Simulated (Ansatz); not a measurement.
# ClHf: the cost of one run

Computed with Ansatz 0.2.0, Gaussian basis. Level: def2-QZVPP, core rule «outside noble gas», up to 9 orbitals frozen.

Plan: UHF; ROHF; CCSD(T) on UHF.

### 1 What is computed

The geometry is a PBE0/def2-TZVP stationary point (not a proven minimum) of the parent state, kept for this charge and spin. No spin-orbit coupling is included. Elements past krypton take def2 core potentials.

2 atoms, charge 0, spin multiplicity 4.

Atoms are counted from 1 here; the program's logs count them from 0.

Bond lengths: Hf1–Cl2 3.106 Å.

### 2 UHF

Input file in.yaml:

```yaml
crystal:
  periodic: [false, false, false]
  atoms:
    - {symbol: Hf, position_ang: [0.000000, 0.000000, 0.000000]}
    - {symbol: Cl, position_ang: [0.000000, 0.000000, 3.105600]}
basis:
  gaussian: {orbitals: "def2-QZVPP.json"}
magnetization: {spin_polarized: true, initial_magnetization: 3}
hamiltonian: {xc: hf}
output: {orbitals: {seedname: orbitals}}
```

Started as:

```console
> ansatz run in.yaml --threads 1 --pin off --events-out ev --progress --plain --max-ram 4096MiB --backend cpu
```

What time and memory should one allow on 1 thread of AMD EPYC 7R13, shared host?

About 33 s, with a peak of 0.4 GiB.
